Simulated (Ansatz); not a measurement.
# LuAg4: the cost of one run

Program: Ansatz 0.2.0. Level of theory: DFT PBEsol, scalar-relativistic, plane waves, PAW. These are calculated values, not measurements.

1 further run of the same task is left out (it didn't finish). Runs told in other sessions of the task aren't counted.

## Step 1: The starting structure

The cell holds 19 atoms (Ag15Lu4): a = 7.795 Å, b = 7.795 Å, c = 7.795 Å, α = 106.17°, β = 106.17°, γ = 116.29°.

The coordinates of this cell stand in the input of its own run.

The host was relaxed before at PBEsol: a = 6.621 Å, b = 6.621 Å, c = 4.114 Å, α = 90.00°, β = 90.00°, γ = 90.00° (conventional cell), 18.037 Å³/atom.

Places, in fractions of the supercell: a vacancy on Ag at (0.201, 0.397, 0.597). Its neighbours start displaced at random, with a spread of 0.03 Å in each coordinate.

## Step 2: The perfect crystal in the supercell of 20 atoms

File input.yaml:

```yaml
crystal:
  lattice:
    - [-6.6213702512, 0.0, 4.1141292329]
    - [6.6213702512, 0.0, 4.1141292329]
    - [0.0, 6.6213702512, -4.1141292329]
  atoms:
    - { symbol: Lu, position: [0.75, 0.25, 0.5] }
    - { symbol: Lu, position: [0.5, 0.5, 0.0] }
    - { symbol: Lu, position: [0.25, 0.75, 0.5] }
    - { symbol: Lu, position: [0.0, 0.0, 0.0] }
    - { symbol: Ag, position: [0.2007117505, 0.3966582882, 0.5973700387] }
    - { symbol: Ag, position: [0.9507117505, 0.6466582882, 0.0973700387] }
    - { symbol: Ag, position: [0.7007117505, 0.8966582882, 0.5973700387] }
    - { symbol: Ag, position: [0.4507117505, 0.1466582882, 0.0973700387] }
    - { symbol: Ag, position: [0.3533417118, 0.4507117505, 0.3040534623] }
    - { symbol: Ag, position: [0.1033417118, 0.7007117505, 0.8040534623] }
    - { symbol: Ag, position: [0.8533417118, 0.9507117505, 0.3040534623] }
    - { symbol: Ag, position: [0.6033417118, 0.2007117505, 0.8040534623] }
    - { symbol: Ag, position: [0.0492882495, 0.3533417118, 0.9026299613] }
    - { symbol: Ag, position: [0.7992882495, 0.6033417118, 0.4026299613] }
    - { symbol: Ag, position: [0.5492882495, 0.8533417118, 0.9026299613] }
    - { symbol: Ag, position: [0.2992882495, 0.1033417118, 0.4026299613] }
    - { symbol: Ag, position: [0.8966582882, 0.2992882495, 0.1959465377] }
    - { symbol: Ag, position: [0.6466582882, 0.5492882495, 0.6959465377] }
    - { symbol: Ag, position: [0.3966582882, 0.7992882495, 0.1959465377] }
    - { symbol: Ag, position: [0.1466582882, 0.0492882495, 0.6959465377] }
basis:
  ecutwfc: 420
  xc_grid: 2
kpoints:
  mp_grid: { grid: [4, 4, 4], shift: [0.5, 0.5, 0.5] }
hamiltonian:
  xc: pbesol
scf:
  occupations: { method: gaussian, width: 0.05 }
output:
  forces: true
  stress: true
  eigenvalues: true
```

The run is started by

```sh
> ansatz run input.yaml --threads 8 --pin off --max-ram 14336MiB --backend cpu --events-out ev --progress --plain --runs-dir out
```

Q: Estimate wall time and peak memory on 8 threads of Arm Neoverse V2, shared host.

About 15 s, with a peak of 3.3 GiB.
